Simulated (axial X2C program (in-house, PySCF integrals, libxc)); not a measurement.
# A two-component session on SnP⁻: properties at the nuclei

Aim: properties at the nuclei of SnP⁻, with spin–orbit coupling in the Hamiltonian from the start.

The runs use an in-house X2C program for linear molecules on PySCF integrals; two-component X2C with atomic mean-field terms, Sn dyall-acv3z, P dyall-av3z.

All values are calculated.

### 1 Set-up

Input file task.json:

```json
{"zs": [50, 15], "q": -1, "bas": ["dyall-acv3z", "dyall-av3z"], "r0": 2.32, "levels": ["PBE0", "HF", "B3LYP", "PBE50", "TPSSh"], "nst": 3}
```

Keys: zs atomic numbers; q charge; bas basis sets; r0 starting distance in Å; levels methods (HF also brings MP2); nst determinants followed.

Command:

```sh
$ python soeom.py task.json out
```

Nuclei are Gaussian, cores are contracted, and the Gaunt term is on.

### 2 Expectation values, lowest determinant

R = 2.263 Å. State: Ω = 0 (closed shell).

Output of the PBE0 run:

```text
two-component X2C + atomic mean field  PBE0
basis functions 207  fitting functions 1060  grid points 5081
iter        total energy     max residual
   1      -6510.709508744     4.17e+00
   2      -6515.584497896     5.03e-02
   3      -6514.793835159     1.38e-01
   4      -6515.626722639     5.06e-02
   5      -6515.731250606     8.16e-03
   6      -6515.734197758     2.92e-03
   7      -6515.734214633     1.79e-03
   8      -6515.734332431     1.26e-04
   9      -6515.734332787     1.01e-04
  10      -6515.734333102     8.58e-06
  11      -6515.734333106     4.60e-06
  12      -6515.734333107     1.99e-06
converged
one-electron -9321.60115086  Coulomb 2823.68796866  exact exchange -46.66625617  xc functional -142.96712842  nuclear repulsion 175.37910216  atomic mean-field constant -3.56686846
```

The highest occupied spinor is 59% P p, 32% Sn p, 4% Sn d.

```
level  qzz Sn (a.u.)  qzz P (a.u.)
 PBE0          -5.58         -0.85
   HF          -6.77         -1.02
B3LYP          -5.39         -0.88
PBE50          -6.06         -0.89
TPSSh          -5.31         -0.81
```

Eeff is the effective electric field on the electron dipole moment in this Ω state and Ws the scalar–pseudoscalar constant (defined with the proton number Z and per Ω); A∥ is the parallel hyperfine constant, which follows by multiplying with the nuclear g factor gI = μI/(I μN); qzz is the electric field gradient, eQq0 = 234.96 MHz × Q/barn × qzz. The operators were transformed with the bare-nucleus X2C matrices.

### 3 Expectation values, a higher determinant

R = 2.263 Å. State: Ω = 1 (excess of +ω over −ω: ω = -1/2, ω = 3/2), 1.66 eV above the lowest in the PBE0 search for states (made at or near this distance, with looser thresholds).

Output of the PBE0 run:

```text
two-component X2C + atomic mean field  PBE0
basis functions 207  fitting functions 1060  grid points 5081
iter        total energy     max residual
   1      -6510.552232531     4.21e+00
   2      -6515.535000369     5.73e-02
   3      -6515.288733574     8.56e-02
   4      -6515.654476576     1.80e-02
   5      -6515.662754135     1.04e-02
   6      -6515.667028456     1.30e-03
   7      -6515.667101188     3.25e-04
   8      -6515.667104011     1.93e-04
   9      -6515.667105097     4.66e-05
  10      -6515.667105264     3.13e-05
  11      -6515.667105328     1.27e-05
  12      -6515.667105347     6.01e-06
  13      -6515.667105350     6.74e-07
  14      -6515.667105350     1.88e-07
converged
one-electron -9321.03871265  Coulomb 2823.21248282  exact exchange -46.67829461  xc functional -142.97481460  nuclear repulsion 175.37910216  atomic mean-field constant -3.56686846
```

The highest occupied spinor is 52% Sn p, 17% P p, 13% Sn d.

```
level  Eeff magnitude (GV/cm)  Ws magnitude Sn (kHz)  A∥/gI Sn (MHz)  qzz Sn (a.u.)  A∥/gI P (MHz)  qzz P (a.u.)
 PBE0                   0.186                  0.129            -572          -4.80           22.9         -1.01
   HF                   0.855                  0.565            -578          -5.68           40.4         -1.04
B3LYP                  0.0974                 0.0348            -491          -4.70           32.7         -1.05
PBE50                   0.295                  0.204            -609          -5.10           28.5         -0.98
TPSSh                   0.168                  0.115            -538          -4.55           39.6         -1.01
```

### 4 Expectation values, a higher determinant

R = 2.263 Å. State: Ω = 1 (excess of +ω over −ω: 2 × ω = 1/2), 1.75 eV above the lowest in the PBE0 search for states (made at or near this distance, with looser thresholds).

Output of the PBE0 run:

```text
two-component X2C + atomic mean field  PBE0
basis functions 207  fitting functions 1060  grid points 5081
iter        total energy     max residual
   1      -6510.552459570     4.20e+00
   2      -6515.531273232     5.75e-02
   3      -6515.266295953     8.64e-02
   4      -6515.649558709     1.84e-02
   5      -6515.659543272     9.91e-03
   6      -6515.663625146     1.35e-03
   7      -6515.663707754     3.12e-04
   8      -6515.663710560     1.88e-04
   9      -6515.663711642     4.13e-05
  10      -6515.663711809     2.70e-05
  11      -6515.663711885     1.05e-05
  12      -6515.663711922     6.78e-06
  13      -6515.663711939     3.71e-06
  14      -6515.663711944     2.16e-06
  15      -6515.663711946     8.94e-07
converged
one-electron -9320.95578769  Coulomb 2823.13115361  exact exchange -46.67788252  xc functional -142.97342903  nuclear repulsion 175.37910216  atomic mean-field constant -3.56686846
```

The highest occupied spinor is 50% Sn p, 18% P p, 14% Sn d.

```
level  Eeff magnitude (GV/cm)  Ws magnitude Sn (kHz)  A∥/gI Sn (MHz)  qzz Sn (a.u.)  A∥/gI P (MHz)  qzz P (a.u.)
 PBE0                   0.872                  0.484            1040          -4.96            388         -0.92
   HF                   0.497                   0.24            1040          -5.98            314         -0.93
B3LYP                    1.36                  0.758             962          -4.79            385         -0.92
PBE50                   0.824                   0.45            1040          -5.27            377         -0.90
TPSSh                   0.734                  0.407            1020          -4.72            363         -0.93
```

### 5 Outcome

```
                                        quantity                                            value
                              lowest determinant                             Ω = 0 (closed shell)
                             qzz Sn (a.u.), PBE0                                            -5.58
                              qzz P (a.u.), PBE0                                            -0.85
                              higher determinant  Ω = 1 (excess of +ω over −ω: ω = -1/2, ω = 3/2)
Eeff magnitude (GV/cm), PBE0, higher determinant                                            0.186
 Ws magnitude Sn (kHz), PBE0, higher determinant                                            0.129
        A∥/gI Sn (MHz), PBE0, higher determinant                                             -572
         qzz Sn (a.u.), PBE0, higher determinant                                            -4.80
                              higher determinant        Ω = 1 (excess of +ω over −ω: 2 × ω = 1/2)
Eeff magnitude (GV/cm), PBE0, higher determinant                                            0.872
 Ws magnitude Sn (kHz), PBE0, higher determinant                                            0.484
        A∥/gI Sn (MHz), PBE0, higher determinant                                             1040
         qzz Sn (a.u.), PBE0, higher determinant                                            -4.96
```

**Reading.** The expectation values come from single determinants, which for open shells can mix terms of unlike spin or miss the lowest Ω, so a determinant need not be a state. Eeff is the effective electric field on the electron dipole moment in this Ω state and Ws the scalar–pseudoscalar constant (defined with the proton number Z and per Ω); A∥ is the parallel hyperfine constant, which follows by multiplying with the nuclear g factor gI = μI/(I μN); qzz is the electric field gradient, eQq0 = 234.96 MHz × Q/barn × qzz. The operators were transformed with the bare-nucleus X2C matrices.
